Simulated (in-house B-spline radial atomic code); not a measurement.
# V⁹⁺: ionisation energy by several methods

Wanted: one ionisation energy, V⁹⁺ to configuration [Ne] 3s2 3p1, up the ladder of functionals.

The numbers are computed with in-house B-spline radial atomic code version 1 (non-relativistic, several functionals, spin-polarised, exact exchange averaged over the configuration; spherical all-electron atom at the radial basis limit), except any that are marked as measured or tabulated.

### 1 Starting point

* element: vanadium (Z = 23)
* charge: +9
* electrons: 14
* configuration: [Ne] 3s2 3p2
* nucleus: point

The outer shells:

[Ne] 3s2 3p2
```
[Ne] core
3s [↑↓]
3p [↑ ][↑ ][  ]
```

Where spins are not typed, each open shell is filled with up spins first.

### 2 CAM-B3LYP, a range-separated hybrid

Settings, as recorded:

```ini
Z = 23
electrons = 14.0
configuration = [Ne] 3s2 3p2
hamiltonian = nr
method = camb3lyp
spin_polarised = True
exact_exchange = averaged over the configuration
```

Started as:

```
$ python run_scf.py task.json out
```

One command runs all members of the session, one after another, from task.json.

### 3 r2SCAN0, a global hybrid

The settings differ from step 2 so:

```diff
@@ -4,3 +4,3 @@
 hamiltonian = nr
-method = camb3lyp
+method = r2scan0
 spin_polarised = True
```

### 4 HSE06, a range-separated hybrid

The settings differ from step 3 so:

```diff
@@ -4,3 +4,3 @@
 hamiltonian = nr
-method = r2scan0
+method = hse06
 spin_polarised = True
```

### 5 M06-2X, a global hybrid

The settings differ from step 4 so:

```diff
@@ -4,3 +4,3 @@
 hamiltonian = nr
-method = hse06
+method = m062x
 spin_polarised = True
```

### 6 TPSSh, a global hybrid

The settings differ from step 5 so:

```diff
@@ -4,3 +4,3 @@
 hamiltonian = nr
-method = m062x
+method = tpssh
 spin_polarised = True
```

**Question.** The tabulated ionisation energy is 230.5 ± 0.5 eV (semi-empirical; NIST Atomic Spectra Database). What does each method give, and which comes nearest?

The runs gave:

| method | rung | total energy (hartree) | ΔSCF (eV) | −ε highest (eV) | ΔSCF less tabulated (eV) |
| --- | --- | --- | --- | --- | --- |
| r2SCAN0 | global hybrid | -913.6967 | 229.55 | 220.42 (3p up) | -0.95 |
| M06-2X | global hybrid | -913.8048 | 229.16 | 223.22 (3p up) | -1.34 |
| TPSSh | global hybrid | -913.7704 | 229.50 | 218.24 (3p up) | -1.00 |
| CAM-B3LYP | range-separated hybrid | -913.7893 | 229.41 | 221.36 (3p up) | -1.09 |
| HSE06 | range-separated hybrid | -913.5814 | 229.31 | 219.50 (3p up) | -1.19 |

The tabulated ionisation energy is 230.5 ± 0.5 eV (semi-empirical; NIST Atomic Spectra Database). r2SCAN0 comes nearest (-0.95 eV) and M06-2X is farthest (-1.34 eV, 0.58 %). All methods miss on the same side by much the same amount, which points to something that they share. These runs lack relativity altogether, which can outweigh the gaps between the methods, so the nearest may be so by luck. Open shells are averaged (over orientations, and over spins where the run is restricted), while tables refer to the lowest levels.
